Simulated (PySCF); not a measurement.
# C₂H₈Ge: a look at the electrons

Aim: take C₂H₈Ge and analyse its density (charges, bond critical points, surface potential), see where an electron leaves and enters and measure its response to a uniform field.

Method: levels as typed in each script, gas phase, geometry from GFN2-xTB; program: PySCF 2.14.0.

## (1) The system as given

SMILES `C[GeH2]C`, 11 atoms, charge 0, spin multiplicity 1.

Bond lengths: C1–Ge2 1.968 Å, C1–H4 1.086 Å, C1–H5 1.087 Å, C1–H6 1.087 Å, Ge2–C3 1.968 Å, Ge2–H7 1.506 Å, Ge2–H8 1.506 Å, C3–H9 1.086 Å, C3–H10 1.087 Å, C3–H11 1.087 Å. Angles: Ge2–C1–H4 111.5°, Ge2–C1–H5 110.5°, Ge2–C1–H6 110.5°, H4–C1–H5 108.1°, H4–C1–H6 108.2°, H5–C1–H6 108.0°, C1–Ge2–C3 111.2°, C1–Ge2–H7 110.0°, C1–Ge2–H8 109.9°, C3–Ge2–H7 109.9°, C3–Ge2–H8 110.0°, H7–Ge2–H8 105.7°, Ge2–C3–H9 111.5°, Ge2–C3–H10 110.5°, Ge2–C3–H11 110.5°, H9–C3–H10 108.1°, H9–C3–H11 108.2°, H10–C3–H11 108.0°.

Geometry (Å):

```xyz
11

C    -1.62336   -0.73664    0.00018
Ge    0.00000    0.37582    0.00000
C     1.62335   -0.73664   -0.00018
H    -2.52271   -0.12753   -0.00085
H    -1.64791   -1.37512   -0.87936
H    -1.64772   -1.37510    0.87973
H    -0.00004    1.28453   -1.20034
H     0.00004    1.28453    1.20035
H     2.52271   -0.12754    0.00085
H     1.64789   -1.37513    0.87937
H     1.64768   -1.37515   -0.87973
```

## (2) Density, bond paths and surface potential (PBE/def2-tzvp)

Contents of input.py:

```python
import numpy as np
from pyscf import gto, scf, dft
from pyscf.scf import atom_ks, atom_hf
from scipy.linalg import block_diag

def solve(mol, dm0=None, hcore=None):
    mf = (dft.UKS if mol.spin else dft.RKS)(mol, xc='pbe')
    mf.grids.level = 3
    mf = mf.density_fit(auxbasis='def2-universal-jkfit')
    mf.conv_tol, mf.max_cycle = 1e-8, 80
    if hcore is not None:
        mf.get_hcore = lambda *args: hcore
    mf.kernel(dm0)
    if not mf.converged:
        mf = mf.newton().run(mf.mo_coeff, mf.mo_occ, max_cycle=30)
    assert mf.converged, 'SCF not converged'
    return mf

mol = gto.M(atom='''
C     -1.62336    -0.73664     0.00018
Ge     0.00000     0.37582     0.00000
C      1.62335    -0.73664    -0.00018
H     -2.52271    -0.12753    -0.00085
H     -1.64791    -1.37512    -0.87936
H     -1.64772    -1.37510     0.87973
H     -0.00004     1.28453    -1.20034
H      0.00004     1.28453     1.20035
H      2.52271    -0.12754     0.00085
H      1.64789    -1.37513     0.87937
H      1.64768    -1.37515    -0.87973
''', basis='def2-tzvp', charge=0, spin=0, verbose=4)
mf = solve(mol)
mf.analyze()
# spherically averaged free atoms, for the promolecule
atm = atom_ks.get_atm_nrks(mol, xc='pbe')
pro = block_diag(*[(atm[a[0]][2] * atm[a[0]][3]) @ atm[a[0]][2].T for a in mol._atom])
np.savez('result.npz', e=mf.e_tot, c=mf.mo_coeff, occ=mf.mo_occ, eps=mf.mo_energy, pro=pro, dip=mf.dip_moment(verbose=0), s2=mf.spin_square()[0])
```

Started as:

```console
$ OMP_NUM_THREADS=1 python input.py
```

## (4) Removing and adding an electron (PBE/def2-tzvp)

Changes to input.py since step 2:

```diff
@@ -32,3 +32,12 @@
 mf = solve(mol)
-mf.analyze()
+out = dict(e0=mf.e_tot, dm0=mf.make_rdm1(), c=mf.mo_coeff, occ=mf.mo_occ, eps=mf.mo_energy)
+for name, dq, spin in [('cation', 1, 1)]:
+    ion = mol.copy().set(charge=mol.charge + dq, spin=spin).build()
+    mi = solve(ion)
+    if spin and dq > 0 and mol.nao < 130:
+        c, _, stable, _ = mi.stability(return_status=True)
+        if not stable:
+            mi = solve(ion, mi.make_rdm1(c, mi.mo_occ))
+    print(name, 'vertical energy change / eV', (mi.e_tot - mf.e_tot) * 27.211386)
+    out.update({'e_' + name: mi.e_tot, 'dm_' + name: mi.make_rdm1(), 's2_' + name: mi.spin_square()[0], 'eps_' + name: mi.mo_energy, 'occ_' + name: mi.mo_occ})
 # spherically averaged free atoms, for the promolecule
@@ -36,2 +45,2 @@
 pro = block_diag(*[(atm[a[0]][2] * atm[a[0]][3]) @ atm[a[0]][2].T for a in mol._atom])
-np.savez('result.npz', e=mf.e_tot, c=mf.mo_coeff, occ=mf.mo_occ, eps=mf.mo_energy, pro=pro, dip=mf.dip_moment(verbose=0), s2=mf.spin_square()[0])
+np.savez('result.npz', pro=pro, **out)
```

## (6) Response to an electric field (PBE/def2-tzvp)

Contents of input.py:

```python
import numpy as np
from pyscf import gto, scf, dft
from pyscf.scf import atom_ks, atom_hf
from scipy.linalg import block_diag

def solve(mol, dm0=None, hcore=None):
    mf = (dft.UKS if mol.spin else dft.RKS)(mol, xc='pbe')
    mf.grids.level = 3
    mf = mf.density_fit(auxbasis='def2-universal-jkfit')
    mf.conv_tol, mf.max_cycle = 1e-8, 80
    if hcore is not None:
        mf.get_hcore = lambda *args: hcore
    mf.kernel(dm0)
    if not mf.converged:
        mf = mf.newton().run(mf.mo_coeff, mf.mo_occ, max_cycle=30)
    assert mf.converged, 'SCF not converged'
    return mf

mol = gto.M(atom='''
C     -1.62336    -0.73664     0.00018
Ge     0.00000     0.37582     0.00000
C      1.62335    -0.73664    -0.00018
H     -2.52271    -0.12753    -0.00085
H     -1.64791    -1.37512    -0.87936
H     -1.64772    -1.37510     0.87973
H     -0.00004     1.28453    -1.20034
H      0.00004     1.28453     1.20035
H      2.52271    -0.12754     0.00085
H      1.64789    -1.37513     0.87937
H      1.64768    -1.37515    -0.87973
''', basis='def2-tzvp', charge=0, spin=0, verbose=4)
field = np.array([0.004, 0.0, 0.0])  # atomic units
mol.set_common_orig(mol.atom_charges() @ mol.atom_coords() / mol.atom_charges().sum())
mf = solve(mol)
out = dict(dm0=mf.make_rdm1(), d0=mf.dip_moment(unit='AU'), e0=mf.e_tot)
for name, sign in (('p', 1), ('m', -1)):
    h = mf.get_hcore() + sign * np.einsum('x,xij->ij', field, mol.intor('int1e_r'))
    mi = solve(mol, mf.make_rdm1(), h)
    out.update({'dm' + name: mi.make_rdm1(), 'd' + name: mi.dip_moment(unit='AU'), 'e' + name: mi.e_tot})
# spherically averaged free atoms, for the promolecule
atm = atom_ks.get_atm_nrks(mol, xc='pbe')
pro = block_diag(*[(atm[a[0]][2] * atm[a[0]][3]) @ atm[a[0]][2].T for a in mol._atom])
np.savez('result.npz', pro=pro, **out)
```

(Steps that only read results are left out.)

Before running it: what results should come out? Wanted: dipole moment; HOMO, LUMO; vertical ionisation energy; polarisability along the field.

As calculated:

```
                                      quantity           value
                 dipole moment (PBE/def2-tzvp)          0.68 D
                    HOMO, LUMO (PBE/def2-tzvp)  -7.29, 0.37 eV
    vertical ionisation energy (PBE/def2-tzvp)        10.40 eV
polarisability along the field (PBE/def2-tzvp)      64.9 bohr³
```

In words: At PBE/def2-tzvp: The highest Hirshfeld charge is on Ge2 (+0.31 e), the lowest on C1 and C3 (−0.19 e). The ionisation energy from two SCF runs, 10.40 eV, lies 3.1 eV above −ε(HOMO) = 7.29 eV of the same level, PBE/def2-tzvp, since self-interaction lifts this functional's HOMO. The geometry was not optimised at these levels.
